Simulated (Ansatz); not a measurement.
The system is Li4FeN2.

```
CELL_PARAMETERS angstrom
-1.80326 3.16262 4.07413
1.80326 -3.16262 4.07413
1.80326 3.16262 -4.07413
ATOMIC_POSITIONS crystal
Fe 0.00000 0.00000 0.00000
N 0.22320 0.22320 0.00000
N 0.77680 0.77680 0.00000
Li 0.91742 0.25166 0.66576
Li 0.08258 0.74834 0.33424
Li 0.41410 0.74834 0.66576
Li 0.58590 0.25166 0.33424
```

The cell comes from a database or a generator and needn't be the stable form of this composition.

| Property | Result |
| --- | --- |
| Program | Ansatz 0.2.0 |
| Task | single point |
| Functional | PBE |
| Potentials or basis | Ansatz PAW |
| Cutoff | 420 eV (not typed: the program's choice for these potentials) |
| k mesh | 9 × 9 × 9 |
| Occupations | fermi-dirac, width 0.05 eV |
| Spin | collinear spin, ferromagnetic start |
| Starting moments | [3.0, 0.0, 0.0, 0.0, 0.0, 0.0, 0.0] μB |

On this cell: pressure -0.7 GPa; largest force 0.092 eV/Å; net moment 3.63 μB per cell; site moments Fe +2.67; N +0.11; Li +0.01 μB; band gap on the k mesh none (metal or under the smearing width).

The same run follows on a disturbed copy (atoms moved at random, drawn with an rms of 0.05 Å):

```
Fe N Li
1.0
    -1.80326    3.16262    4.07413
     1.80326   -3.16262    4.07413
     1.80326    3.16262   -4.07413
Fe N Li
1 2 4
Cartesian
  -0.0277 0.0047 -0.0265
  0.0184 -0.0041 1.8075
  -0.0124 0.0071 6.3568
  -0.0460 4.2359 2.0698
  1.8111 -1.0487 2.0439
  1.8336 1.0549 2.0192
  -0.0237 2.1271 1.9761
```

Task: What does the disturbed cell give?

Result: The energy (extrapolated to zero smearing) moves by +3.9 meV/atom; pressure -0.4 GPa; largest force 1.087 eV/Å; net moment 3.23 μB per cell; site moments Fe +2.42; N +0.06, +0.07; Li +0.01 μB; band gap on the k mesh none (metal or under the smearing width).

Forces in eV/Å, atoms in the order of the input:
```
Fe   0.072 -0.017  1.084
N   -0.091  0.031 -0.370
N   -0.017 -0.026 -0.776
Li   0.294 -0.036  0.063
Li  -0.240  0.107 -0.067
Li  -0.268 -0.084  0.044
Li   0.251  0.024  0.022
```

Stress tensor (GPa, compression positive):
```
-0.79 -0.01 -0.24
-0.01 -0.63 -0.05
-0.24 -0.05  0.33
```

The work of the forces gives +6.2 meV/atom, so energy and forces disagree here: the move is beyond the harmonic range, or one of them holds noise.

Caveats: a cell with one magnetic atom can't hold antiferromagnetic order, which such compounds often take.
